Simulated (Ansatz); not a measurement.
**Cl2FOSi radical: basis-set convergence**

Aim: see how fast density functionals converge with the basis set for Cl2FOSi radical.

Computed with Ansatz 0.2.0, Gaussian basis. Level: one geometry, several basis sets.

The runs, in order: PBE0-D4/def2-SVP; ωB97M-V/def2-SVP; PBE0-D4/def2-QZVPP; ωB97M-V/def2-QZVPP; the functionals' def2-TZVPP values are taken from earlier runs.

## Step 1: The geometry

An earlier PBE0-D4 in a triple-zeta def2 set relaxation fixed the geometry.

SMILES `[O][Si](F)(Cl)Cl`, 5 atoms, charge 0, spin multiplicity 2.

Atoms are counted from 1 here; the program's logs count them from 0.

Bond lengths: O1–Si2 1.643 Å, Si2–F3 1.574 Å, Si2–Cl4 2.012 Å, Si2–Cl5 2.011 Å. Angles: O1–Si2–F3 113.3°, O1–Si2–Cl4 105.6°, O1–Si2–Cl5 107.2°, F3–Si2–Cl4 108.3°, F3–Si2–Cl5 107.9°, Cl4–Si2–Cl5 114.8°.

## Step 2: PBE0-D4 in def2-SVP

in.yaml reads:

```yaml
crystal:
  periodic: [false, false, false]
  atoms:
    - {symbol: O, position_ang: [1.205179, -1.120893, 0.351019]}
    - {symbol: Si, position_ang: [0.001992, -0.037316, 0.071864]}
    - {symbol: F, position_ang: [-0.944508, 0.175525, 1.311101]}
    - {symbol: Cl, position_ang: [-1.088599, -0.815843, -1.428500]}
    - {symbol: Cl, position_ang: [0.875736, 1.725026, -0.346984]}
basis:
  gaussian: {orbitals: def2-SVP}
magnetization: {spin_polarized: true, initial_magnetization: 1}
hamiltonian: {xc: pbe0, dispersion: d4}
output: {orbitals: {seedname: orbitals}}
```

Further steps of the session: ωB97M-V in def2-SVP; PBE0-D4 in def2-QZVPP; ωB97M-V in def2-QZVPP.

Before running them: what should the planned runs give, taken together? Wanted: PBE0-D4: double and triple zeta above quadruple; ωB97M-V: double and triple zeta above quadruple.

As calculated:

| quantity | value |
| --- | --- |
| PBE0-D4: double and triple zeta above quadruple | 19.10, 1.27 eV |
| ωB97M-V: double and triple zeta above quadruple | 19.01, 1.20 eV |

For PBE0-D4 the step from double to triple zeta gains 17.83 eV and the next only 1.27 eV. These are total energies; as a rule much of such shifts cancels in differences, which this series doesn't test.
